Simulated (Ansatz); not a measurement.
Write a Python script for the Ansatz DFT code, driven from Python that makes a formation energy from the elements of SrCa3 and its elements. Settings (first run): LDA, PAW, cutoff 500 eV, 8×8×8 k-points, Fermi-Dirac smearing of 0.05 eV.

`formation_srca3.py`:
```python
from collections import Counter
import warnings

import ansatz as az
import numpy as np

PHASES = {
    "SrCa3": (
        [(5.71677, 0.0, 0.0), (0.0, 5.71677, 0.0), (0.0, 0.0, 5.71677)],
        [
            ("Sr", (0.0, 0.0, 0.0)),
            ("Ca", (0.0, 0.5, 0.5)),
            ("Ca", (0.5, 0.0, 0.5)),
            ("Ca", (0.5, 0.5, 0.0)),
        ],
    ),
    "Sr": (
        [(0.0, 3.04235, 3.04235), (3.04235, 0.0, 3.04235), (3.04235, 3.04235, 0.0)],
        [
            ("Sr", (0.0, 0.0, 0.0)),
        ],
    ),
    "Ca": (
        [(0.0, 2.7942, 2.7942), (2.7942, 0.0, 2.7942), (2.7942, 2.7942, 0.0)],
        [
            ("Ca", (0.0, 0.0, 0.0)),
        ],
    ),
}


def build(vectors, sites):
    crystal = az.Crystal(lattice=az.Lattice.of(vectors))
    for symbol, position in sites:
        crystal = crystal.atom(symbol, position)
    return crystal


def compute(name, crystal):
    calc = (
        crystal.calculation()
        .functional(az.Functional.LDA)
        .basis(500)
        .kpoints(spacing=0.14)
        .occupations("fermi_dirac", width=0.05)
        .stress()
    )
    calc = calc.relax(force_tolerance=0.01, max_steps=60, fix_cell=["shape"])
    return calc.run(threads=1)


def counts(outcome):
    return Counter(site.symbol for site in outcome.lattice.sites)

def formation_energy(outcome, mu):
    n = counts(outcome)
    return (outcome.report["energy_sigma0_ev"] - sum(k * mu[element] for element, k in n.items())) / sum(n.values())


def volume_per_atom(outcome):
    return abs(np.linalg.det(outcome.lattice.cell_ang)) / len(outcome.lattice.sites)


def main() -> None:
    warnings.simplefilter("ignore", az.DeckWarning)

    phases = {name: build(*cell) for name, cell in PHASES.items()}

    done = {name: compute(name, crystal) for name, crystal in phases.items()}

    references = {"Sr": "Sr", "Ca": "Ca"}
    mu = {element: done[name].report["energy_sigma0_ev"] / len(done[name].lattice.sites) for element, name in references.items()}

    target = done["SrCa3"]
    heat = formation_energy(target, mu)
    n = counts(target)
    print("cell content:", dict(n), " volume", round(volume_per_atom(target), 3), "A^3/atom")
    print("formation energy", round(heat, 4), "eV/atom,", round(heat * sum(n.values()), 4), "eV per cell")
    print("bound against the elements" if heat < 0 else "unbound against the elements")


if __name__ == "__main__":
    main()
```

Running `python formation_srca3.py` prints:
```text
cell content: {<Element.SR: 'Sr'>: 1, <Element.CA: 'Ca'>: 3}  volume 40.562 A^3/atom
formation energy 0.0138 eV/atom, 0.055 eV per cell
unbound against the elements
```

Notes:
- Atoms and volume are relaxed with the cell's shape held, which in cells of lower than cubic symmetry can hide stresses and shift volumes.
- The cells come from databases of deposited and of computed structures, and not all need be stable phases.
- The compound is the structure given, not necessarily its lowest; energies are at zero temperature, with no correction for gases. A semilocal functional's error on such energies is often 0.05 to 0.1 eV an atom, and 0.1 to 0.3 eV against gases such as O2 or F2.
- Finished in 62 s on 1 thread of Arm Neoverse V2, on a shared host, peak memory 0.56 GiB.
